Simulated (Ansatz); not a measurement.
# BiTe: the cost of one run

Computed with Ansatz 0.2.0 (DFT PBE, scalar-relativistic, plane waves, PAW, unless a step's input says otherwise).

1 further run of the same task is left out (set aside as unsound or not needed). Runs told in other sessions of the task aren't counted.

## 1. Starting point

It takes space group Fm-3m (No. 225, cubic). Conventional cell: a = 6.502 Å, b = 6.502 Å, c = 6.502 Å, α = 90.00°, β = 90.00°, γ = 90.00°. Around Bi (site symmetry m-3m) lie 6 Te at 3.25 Å. Te (site symmetry m-3m) has 6 Bi at 3.25 Å in its first shell of neighbours.

Structure file:

```cif
data_structure
_symmetry_space_group_name_H-M 'Fm-3m'
_symmetry_Int_Tables_number 225
_cell_length_a 6.5024
_cell_length_b 6.5024
_cell_length_c 6.5024
_cell_angle_alpha 90.000
_cell_angle_beta 90.000
_cell_angle_gamma 90.000
_cell_volume 274.93
loop_
_atom_site_label
_atom_site_type_symbol
_atom_site_symmetry_multiplicity
_atom_site_Wyckoff_symbol
_atom_site_fract_x
_atom_site_fract_y
_atom_site_fract_z
_atom_site_occupancy
Bi1 Bi 4 b 0.50000 0.00000 0.00000 1
Te1 Te 4 a 0.00000 0.00000 0.00000 1
```

This cell was relaxed beforehand with the same method: volume 34.37 Å³/atom, gap on the mesh none (metal).

## 2. Bulk reference on the slab's mesh

input.yaml reads:

```yaml
crystal:
  lattice:
    - [6.5023883291, 0.0, 0.0]
    - [-3.2511941646, 7.26989116, 0.0]
    - [0.0, -4.361934696, 1.453978232]
  atoms:
    - { symbol: Bi, position: [0.5, 0.0, 0.0] }
    - { symbol: Te, position: [0.0, 0.0, 0.0] }
basis:
  ecutwfc: 420
kpoints:
  mp_grid: { grid: [6, 5, 23] }
hamiltonian:
  xc: pbe
scf:
  occupations: { method: gaussian, width: 0.1 }
output:
  forces: true
  stress: true
  eigenvalues: true
  write_density: true
  write_potential: true
  elf: true
  volumetric_format: npy
```

The run is started by

```sh
> ansatz run input.yaml --threads 8 --pin off --max-ram 15360MiB --backend cpu --events-out ev --progress --plain --runs-dir out
```

**Question.** How long does this run take on 8 threads of Arm Neoverse V2, shared host, and how much memory does it need?

About 4.5 s, with a peak of 0.74 GiB.
